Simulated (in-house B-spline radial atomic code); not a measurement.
**Ir⁸⁺: ionisation energy by several methods**

How far do functionals differ on the ionisation energy of Ir⁸⁺? Each run solves Ir⁸⁺ and then the next ion ([Xe] 4f14).

Method: non-relativistic, several functionals, spin-polarised, exact exchange averaged over the configuration; spherical all-electron atom at the radial basis limit. Code: in-house B-spline radial atomic code version 1.

## 1. Starting point

* element: iridium (Z = 77)
* charge: +8
* electrons: 69
* configuration: [Xe] 4f14 5d1
* nucleus: point

Outer shells as boxes (Hund's rule):

[Xe] 4f14 5d1
```
[Xe] core
4f [↑↓][↑↓][↑↓][↑↓][↑↓][↑↓][↑↓]
5d [↑ ][  ][  ][  ][  ]
```

Where spins are not typed, each open shell is filled with up spins first.

## 2. HSE06, a range-separated hybrid

Settings, as recorded:

```ini
Z = 77
electrons = 69.0
configuration = [Xe] 4f14 5d1
hamiltonian = nr
method = hse06
spin_polarised = True
exact_exchange = averaged over the configuration
```

On the command line:

```console
> python run_scf.py task.json out
```

The settings of every run stand in task.json; they run in order.

## 3. TPSSh, a global hybrid

The settings differ from step 2 so:

```diff
@@ -4,3 +4,3 @@
 hamiltonian = nr
-method = hse06
+method = tpssh
 spin_polarised = True
```

## 4. B97-1, a global hybrid

The settings differ from step 3 so:

```diff
@@ -4,3 +4,3 @@
 hamiltonian = nr
-method = tpssh
+method = b97_1
 spin_polarised = True
```

## 5. PBE0, a global hybrid

The settings differ from step 4 so:

```diff
@@ -4,3 +4,3 @@
 hamiltonian = nr
-method = b97_1
+method = pbe0
 spin_polarised = True
```

## 6. M06-2X, a global hybrid

The settings differ from step 5 so:

```diff
@@ -4,3 +4,3 @@
 hamiltonian = nr
-method = pbe0
+method = m062x
 spin_polarised = True
```

## 7. B3LYP, a global hybrid

The settings differ from step 6 so:

```diff
@@ -4,3 +4,3 @@
 hamiltonian = nr
-method = m062x
+method = b3lyp
 spin_polarised = True
```

**Question.** The tabulated ionisation energy is 122.7 ± 0.9 eV (semi-empirical; NIST Atomic Spectra Database). What does each method give, and which comes nearest?

The runs gave:

| method | rung | total energy (hartree) | ΔSCF (eV) | −ε highest (eV) | ΔSCF less tabulated (eV) |
| --- | --- | --- | --- | --- | --- |
| TPSSh | global hybrid | -16793.9280 | 123.52 | 116.05 (5d up) | +0.82 |
| B97-1 | global hybrid | -16794.4023 | 123.57 | 117.03 (5d up) | +0.87 |
| PBE0 | global hybrid | -16794.2715 | 123.64 | 117.48 (5d up) | +0.94 |
| M06-2X | global hybrid | -16796.0335 | 124.18 | 120.39 (5d up) | +1.48 |
| B3LYP | global hybrid | -16794.7831 | 123.72 | 117.07 (5d up) | +1.02 |
| HSE06 | range-separated hybrid | -16793.9161 | 123.56 | 116.98 (5d up) | +0.86 |

What this shows: Tables give 122.7 ± 0.9 eV (semi-empirical; NIST Atomic Spectra Database) for the ionisation energy. TPSSh misses by +0.82 eV, the least, and M06-2X by +1.48 eV (1.2 %), the most. The table's own uncertainty exceeds the spread between the methods, so their order is not settled. These runs lack relativity altogether, which can outweigh the gaps between the methods, so the nearest may be so by luck. These runs leave out relativity, which matters at this nuclear charge. Open shells are averaged (over orientations, and over spins where the run is restricted), while tables refer to the lowest levels.
